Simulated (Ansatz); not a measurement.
# PtSe2: the cost of one run

Computed with Ansatz 0.2.0 (DFT PBE+D3(BJ), scalar-relativistic, plane waves, PAW, unless a step's input says otherwise).

The COD entry's cell or inner coordinates are ideal or old and differ from later refinements, so a difference from it is no clean test against experiment.

22 further runs of the same task are left out: 22 set aside as unsound or not needed. Runs told in other sessions of the task aren't counted.

## 1. The starting structure

Symmetry: P-3m1, No. 164, trigonal system. The conventional cell has a = 3.559 Å, b = 3.559 Å, c = 31.121 Å, α = 90.00°, β = 90.00°, γ = 120.00°. Se (site symmetry 3m) has 3 Pt at 2.44 Å in its first shell of neighbours. Pt (site symmetry -3m) has 6 Se at 2.44 Å in its first shell of neighbours.

As a file:

```cif
data_structure
_symmetry_space_group_name_H-M 'P 1'
_symmetry_Int_Tables_number 1
_cell_length_a 3.5590
_cell_length_b 3.5590
_cell_length_c 31.1213
_cell_angle_alpha 90.000
_cell_angle_beta 90.000
_cell_angle_gamma 120.000
_cell_volume 341.38
loop_
_atom_site_label
_atom_site_type_symbol
_atom_site_fract_x
_atom_site_fract_y
_atom_site_fract_z
_atom_site_occupancy
Se1 Se 0.66667 0.33333 0.45744 1
Pt1 Pt 0.00000 0.00000 0.50000 1
Se2 Se 0.33333 0.66667 0.54256 1
```

This is the geometry of the first run shown, built on a cell relaxed beforehand with the same method.

## 2. What is varied

Atoms count from 1 in the order of the input.

The lattice constant and the thickness of a sheet are varied, nothing relaxed.

The axes are (1) lattice constant a of the sheet (both vectors scaled alike): 7 values from 3.559 to 3.855 Å; (2) thickness: height of Se3 above Se1, all heights scaled alike: 7 values from 2.511 to 2.787 Å.

Nothing else is relaxed. Points are written as (first, second).

## 3. Grid point (3.559 Å, 2.649 Å)

The sheet is isolated along c: the input cuts the Coulomb interaction between periodic copies.

File input.yaml:

```yaml
crystal:
  lattice:
    - [3.559, 0.0, 0.0]
    - [-1.7795, 3.0821844121, 0.0]
    - [0.0, 0.0, 31.121290378]
  atoms:
    - { symbol: Se, position: [0.6666666667, 0.3333333333, 0.4574407107] }
    - { symbol: Pt, position: [0.0, 0.0, 0.5] }
    - { symbol: Se, position: [0.3333333333, 0.6666666667, 0.5425592893] }
  periodic: [true, true, false]
basis:
  ecutwfc: 420
kpoints:
  mp_grid: { grid: [9, 9, 1] }
hamiltonian:
  xc: pbe
  pseudopotentials: { kind: paw, azcp: { folder: soft_1 } }
  dispersion: d3bj
scf:
  occupations: { method: gaussian, width: 0.02 }
output:
  forces: true
  stress: true
  eigenvalues: true
```

On the command line:

```bash
$ ansatz run input.yaml --threads 1 --pin off --max-ram 3072MiB --backend cpu --events-out ev --progress --plain --runs-dir out
```

What time and memory should one allow on 1 thread of Arm Neoverse V1, shared host?

About 8.9 s, with a peak of 0.51 GiB.
